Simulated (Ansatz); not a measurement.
# In2O3: the cost of one run

Computed with Ansatz 0.2.0 (DFT r2SCAN, scalar-relativistic, plane waves, PAW, unless a step's input says otherwise).

**1. The system as given**

It takes space group R-3c (No. 167, trigonal). The conventional cell has a = 5.314 Å, b = 5.314 Å, c = 13.095 Å, α = 90.00°, β = 90.00°, γ = 120.00°. In (site symmetry 3) has 6 O at 2.01 to 2.15 Å as nearest neighbours. Around O (site symmetry 2) lie 4 In at 2.01 to 2.15 Å.

As a file:

```cif
data_structure
_symmetry_space_group_name_H-M 'R-3c:H'
_symmetry_Int_Tables_number 167
_cell_length_a 5.3140
_cell_length_b 5.3140
_cell_length_c 13.0951
_cell_angle_alpha 90.000
_cell_angle_beta 90.000
_cell_angle_gamma 120.000
_cell_volume 320.24
loop_
_atom_site_label
_atom_site_type_symbol
_atom_site_symmetry_multiplicity
_atom_site_Wyckoff_symbol
_atom_site_fract_x
_atom_site_fract_y
_atom_site_fract_z
_atom_site_occupancy
In1 In 12 c 0.66667 0.33333 0.19737 1
O1 O 18 e 0.62448 0.66667 0.41667 1
```

**2. Relaxing the atoms: In2O3, no spin**

input.yaml

```yaml
crystal:
  lattice:
    - [2.65699042, 1.53401414, 4.36501834]
    - [-2.65699042, 1.53401414, 4.36501834]
    - [0.0, -3.06802827, 4.36501834]
  atoms:
    - { symbol: In, position: [0.3640403, 0.3640403, 0.3640403] }
    - { symbol: In, position: [0.1359597, 0.1359597, 0.1359597] }
    - { symbol: In, position: [0.6359597, 0.6359597, 0.6359597] }
    - { symbol: In, position: [0.8640403, 0.8640403, 0.8640403] }
    - { symbol: O, position: [0.5411512, 0.9588487, 0.25] }
    - { symbol: O, position: [0.25, 0.5411513, 0.9588487] }
    - { symbol: O, position: [0.9588488, 0.25, 0.5411511] }
    - { symbol: O, position: [0.4588488, 0.0411512, 0.75] }
    - { symbol: O, position: [0.75, 0.4588487, 0.0411513] }
    - { symbol: O, position: [0.0411511, 0.75, 0.4588489] }
scf:
  occupations: { method: fixed }
output:
  forces: true
  stress: true
  write_density: true
  write_potential: true
  elf: true
  volumetric_format: npy
hamiltonian:
  xc: r2scan
kpoints:
  mp_grid: { grid: [5, 5, 5] }
relax:
  f_tol: 0.01
```

Command:

```console
$ ansatz run input.yaml --threads 8 --pin off --max-ram 18432MiB --backend cpu --events-out ev --progress --plain --runs-dir out
```

**Question.** How long does this run take on 8 threads of Arm Neoverse N1, shared host, and how much memory does it need?

About 14 s, with a peak of 1 GiB.
